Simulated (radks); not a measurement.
**Numerical settings for Nd⁺**

How sensitive is the result for the neodymium ion Nd+ to mesh, mixing and thresholds? A default run comes first. The defaults are a mesh step of 0.008 in ln r, a mesh end at 40 bohr or more, Anderson mixing 0.5 over 9 steps and a tight residual threshold, with the energy settled to 1e-9 hartree as well; every run has a cap on iterations.

Program: radks (a radial shooting solver on a logarithmic mesh, Libxc functionals) version 1. Level of theory: Dirac Kohn-Sham, PBE, spin-unpolarised, spherical densities, finite nucleus; open shells fill j = l - 1/2 first. These are calculated values, not measurements, unless marked.

### Step 1. The system

| Quantity | Value |
| --- | --- |
| element | neodymium (Z = 60) |
| charge | +1 |
| electrons | 59 |
| configuration | [Xe] 4f4 6s1 |
| nuclear rms radius | 4.9123 fm |

### Step 2. Default settings

Input:

```text
Z 60
configuration [Xe] 4f4 6s1
relativity Dirac
functional pbe,pbe
spin unpolarised
j_filling energy
nucleus finite rms 4.9123 fm
c 137.035999084
max_iterations 59
```

The run is started by

```
> python run_ks.py task.json out
```

All runs below come from this command, one after another.

### Step 3. Mesh step in ln r 0.02

Settings, as their differences from step 2:

```diff
@@ -8,2 +8,3 @@
 c 137.035999084
+mesh_step 0.02
 max_iterations 59
```

### Step 4. Mesh step in ln r 0.003

Settings, as their differences from step 3:

```diff
@@ -8,3 +8,3 @@
 c 137.035999084
-mesh_step 0.02
+mesh_step 0.003
 max_iterations 59
```

### Step 5. Mesh step in ln r 0.005

Settings, as their differences from step 4:

```diff
@@ -8,3 +8,3 @@
 c 137.035999084
-mesh_step 0.003
+mesh_step 0.005
 max_iterations 59
```

### Step 6. Mesh end (bohr) 3

Settings, as their differences from step 5:

```diff
@@ -8,3 +8,3 @@
 c 137.035999084
-mesh_step 0.005
+mesh_end 3
 max_iterations 59
```

### Step 7. Mesh end (bohr) 8

Settings, as their differences from step 6:

```diff
@@ -8,3 +8,3 @@
 c 137.035999084
-mesh_end 3
+mesh_end 8
 max_iterations 59
```

### Step 8. Residual threshold 0.1

Settings, as their differences from step 7:

```diff
@@ -8,3 +8,3 @@
 c 137.035999084
-mesh_end 8
+threshold 0.1
 max_iterations 59
```

### Step 9. Residual threshold 0.01

Settings, as their differences from step 8:

```diff
@@ -8,3 +8,3 @@
 c 137.035999084
-threshold 0.1
+threshold 0.01
 max_iterations 59
```

### Step 10. Mixing 0.2

Settings, as their differences from step 9:

```diff
@@ -8,3 +8,3 @@
 c 137.035999084
-threshold 0.01
+mixing 0.2
 max_iterations 59
```

### Step 11. Mixing history 1, mixing 0.5

Settings, as their differences from step 10:

```diff
@@ -8,3 +8,4 @@
 c 137.035999084
-mixing 0.2
+history 1
+mixing 0.5
 max_iterations 59
```

### Step 12. Mixing history 1, mixing 0.05

Settings, as their differences from step 11:

```diff
@@ -9,3 +9,3 @@
 history 1
-mixing 0.5
+mixing 0.05
 max_iterations 59
```

### Step 13. Mixing history 2

Settings, as their differences from step 12:

```diff
@@ -8,4 +8,3 @@
 c 137.035999084
-history 1
-mixing 0.05
+history 2
 max_iterations 59
```

### Step 14. Iteration cap 8

Settings, as their differences from step 13:

```diff
@@ -8,3 +8,2 @@
 c 137.035999084
-history 2
-max_iterations 59
+max_iterations 8
```

Before running it: what results should come out? Wanted: for each run, setting; iterations; converged; change of E.

The runs gave:

```csv
setting,mesh points,iterations,converged,change of E (mhartree),time
Default settings,2360,15,yes,0,0.14 s
mesh step in ln r 0.02,944,15,yes,+0.0004068,0.06 s
mesh step in ln r 0.003,6292,16,yes,0,0.39 s
mesh step in ln r 0.005,3775,16,yes,0,0.23 s
mesh end (bohr) 3,1865,13,no,-,0.1 s
mesh end (bohr) 8,1987,15,yes,+6.214,0.13 s
residual threshold 0.1,2360,9,yes,+0.001933,0.11 s
residual threshold 0.01,2360,9,yes,+0.001933,0.11 s
mixing 0.2,2360,18,yes,0,0.17 s
"mixing history 1, mixing 0.5",2360,30,yes,0,0.22 s
"mixing history 1, mixing 0.05",2360,59,no,-,0.47 s
mixing history 2,2360,26,yes,0,0.2 s
iteration cap 8,2360,8,no,-,0.09 s
```

What this shows: A zero stands for a change under the printed digits. Converged yet off by more than 1 mhartree: mesh end (bohr) 8. Convergence of the cycle says nothing about the mesh. Not converged or rejected: mesh end (bohr) 3; mixing history 1, mixing 0.05; iteration cap 8. A mesh that ends early acts as a hard wall.
